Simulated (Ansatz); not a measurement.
Which YAML input does this script hand to the engine? (the Ansatz DFT code, driven from Python)

The script, `run_opt.py`:
```python
"""Minimum-energy structure of AlF2H3Si."""

import itertools

import ansatz as az
from ase.data import atomic_numbers, covalent_radii
import numpy as np
import pandas as pd

molecule = (
    az.Crystal.molecule()
    .atom("F", (-0.0139, -1.4582, 1.7307))
    .atom("Si", (0.6473, -0.6668, 0.3865))
    .atom("F", (0.9804, -1.8211, -0.7967))
    .atom("Al", (-0.7698, 0.9348, -0.519))
    .atom("H", (1.8895, 0.0042, 0.7909))
    .atom("H", (-1.3557, 2.1559, 0.3834))
    .atom("H", (-1.3164, 0.7831, -2.0216))
)

calc = (
    molecule.calculation()
    .basis(gaussian="def2-SVP")
    .functional("r2scan", dispersion="d3bj")
)
symbols = [site.symbol for site in molecule.cartesian_sites]
start = np.array([site.position_ang for site in molecule.cartesian_sites], dtype=float)
def progress(event):
    if event["event"] == "relax_step":
        row = event["data"]
        print(f"step {row['step']:3d}  E = {row['lagrangian_ev']:.6f} eV  largest force component {row['allowed_force_max_ev_ang']:.4f} eV/A")


r = calc.relax(force_tolerance=0.005, max_steps=100).session().plan().execute(on_event=progress).report
end = np.array(r["positions_ang"])

print("reference energy %16.6f eV" % r["reference_energy_ev"])
print("total energy     %16.6f eV" % r["free_energy_ev"])
print("occupied orbitals outside the frozen core (up, down):", r["n_occupied"], " frozen:", r["n_frozen"], " virtual:", r["n_virtual"])

# pairs closer than 1.2 times the sum of covalent radii, before or after
radius = [covalent_radii[atomic_numbers[s]] for s in symbols]
span = lambda where, i, j: np.linalg.norm(where[i] - where[j])
bonded = [(i, j) for i, j in itertools.combinations(range(len(symbols)), 2) if min(span(start, i, j), span(end, i, j)) < 1.2 * (radius[i] + radius[j])]
print("pair        before    after (A)")
for i, j in bonded:
    print(f"{symbols[i]}{i}-{symbols[j]}{j}".ljust(10), f"{span(start, i, j):8.4f} {span(end, i, j):8.4f}")

charges = r["charge_distribution"]
table = pd.DataFrame({"atom": symbols, "mulliken": charges["mulliken_charges_e"], "lowdin": charges["lowdin_charges_e"]})
print(table.round(3).to_string())
print("dipole (e A):", np.round(charges["dipole_moment_e_ang"], 4) + 0.0)
```

```console
$ python run_opt.py
DeckWarning: the engine holds no damping parameters fitted to this dispersion correction and functional, so the run takes those fitted to r2scan beside the three-body term, which d3bj leaves out (hamiltonian.dispersion, under Limitations)
step   1  E = -19946.448377 eV  largest force component 2.4835 eV/A
step   2  E = -19946.723022 eV  largest force component 1.3705 eV/A
step   3  E = -19946.770120 eV  largest force component 0.3965 eV/A
step   4  E = -19946.776101 eV  largest force component 0.0415 eV/A
step   5  E = -19946.776611 eV  largest force component 0.0440 eV/A
step   6  E = -19946.776964 eV  largest force component 0.0066 eV/A
step   7  E = -19946.777060 eV  largest force component 0.0120 eV/A
step   8  E = -19946.777161 eV  largest force component 0.0221 eV/A
step   9  E = -19946.777276 eV  largest force component 0.0508 eV/A
step  10  E = -19946.777424 eV  largest force component 0.0452 eV/A
step  11  E = -19946.777643 eV  largest force component 0.0172 eV/A
step  12  E = -19946.777975 eV  largest force component 0.0246 eV/A
step  13  E = -19946.773864 eV  largest force component 0.1846 eV/A
step  14  E = -19946.777123 eV  largest force component 0.1308 eV/A
step  15  E = -19946.778055 eV  largest force component 0.0071 eV/A
step  16  E = -19946.778414 eV  largest force component 0.0135 eV/A
step  17  E = -19946.776983 eV  largest force component 0.1237 eV/A
step  18  E = -19946.772807 eV  largest force component 0.1554 eV/A
step  19  E = -19946.778646 eV  largest force component 0.0032 eV/A
step  20  E = -19946.779072 eV  largest force component 0.0284 eV/A
step  21  E = -19946.779177 eV  largest force component 0.0687 eV/A
step  22  E = -19946.779412 eV  largest force component 0.0595 eV/A
step  23  E = -19946.779824 eV  largest force component 0.0211 eV/A
step  24  E = -19946.780354 eV  largest force component 0.0155 eV/A
step  25  E = -19946.777525 eV  largest force component 0.1735 eV/A
step  26  E = -19946.776806 eV  largest force component 0.2145 eV/A
step  27  E = -19946.780548 eV  largest force component 0.0051 eV/A
step  28  E = -19946.781167 eV  largest force component 0.0487 eV/A
step  29  E = -19946.781264 eV  largest force component 0.0801 eV/A
step  30  E = -19946.781503 eV  largest force component 0.0699 eV/A
step  31  E = -19946.781854 eV  largest force component 0.0302 eV/A
step  32  E = -19946.782144 eV  largest force component 0.0317 eV/A
step  33  E = -19946.781938 eV  largest force component 0.0696 eV/A
step  34  E = -19946.782313 eV  largest force component 0.0243 eV/A
step  35  E = -19946.782368 eV  largest force component 0.0127 eV/A
step  36  E = -19946.782370 eV  largest force component 0.0208 eV/A
step  37  E = -19946.782412 eV  largest force component 0.0106 eV/A
step  38  E = -19946.782424 eV  largest force component 0.0052 eV/A
step  39  E = -19946.782430 eV  largest force component 0.0046 eV/A
step  40  E = -19946.782432 eV  largest force component 0.0038 eV/A
reference energy    -19946.751947 eV
total energy        -19946.782443 eV
occupied orbitals outside the frozen core (up, down): [24, 24]  frozen: 0  virtual: [55, 55]
pair        before    after (A)
F0-Si1       1.6942   1.6298
Si1-F2       1.6862   1.6296
Si1-Al3      2.3223   2.4675
Si1-H4       1.4686   1.4927
Al3-H5       1.6275   1.5904
Al3-H6       1.6061   1.5892
  atom  mulliken  lowdin
0    F    -0.354  -0.042
1   Si     0.661   0.130
2    F    -0.354  -0.042
3   Al     0.477   0.293
4    H    -0.118  -0.102
5    H    -0.160  -0.123
6    H    -0.151  -0.115
dipole (e A): [-0.0671  0.3928  0.0179]
```
(Warnings from the package without file and line.)

`input.yaml`:
```yaml
crystal:
  periodic: [false, false, false]
  atoms:
    - { symbol: F, position_ang: [-0.0139, -1.4582, 1.7307] }
    - { symbol: Si, position_ang: [0.6473, -0.6668, 0.3865] }
    - { symbol: F, position_ang: [0.9804, -1.8211, -0.7967] }
    - { symbol: Al, position_ang: [-0.7698, 0.9348, -0.519] }
    - { symbol: H, position_ang: [1.8895, 0.0042, 0.7909] }
    - { symbol: H, position_ang: [-1.3557, 2.1559, 0.3834] }
    - { symbol: H, position_ang: [-1.3164, 0.7831, -2.0216] }
basis:
  gaussian:
    orbitals: def2-SVP
hamiltonian:
  xc: r2scan
  dispersion: d3bj
relax:
  f_tol: 0.005
  max_steps: 100
```

These settings explore the input space; basis and method may be short of convergence. The end point is the stationary point reached from this start; no frequency run checks that it is a minimum, and the basis set is modest. The Löwdin charges here are taken after orthogonalising the functions within each atom; they differ from plain Löwdin charges, and their signs can be unphysical. Total less reference energy is the dispersion correction. A dispersion term here runs with damping parameters fitted for another variant or functional. Wall time of the script: 2.8 min on 1 thread of Arm Neoverse V1, with other jobs on the host, peak memory 0.27 GiB.
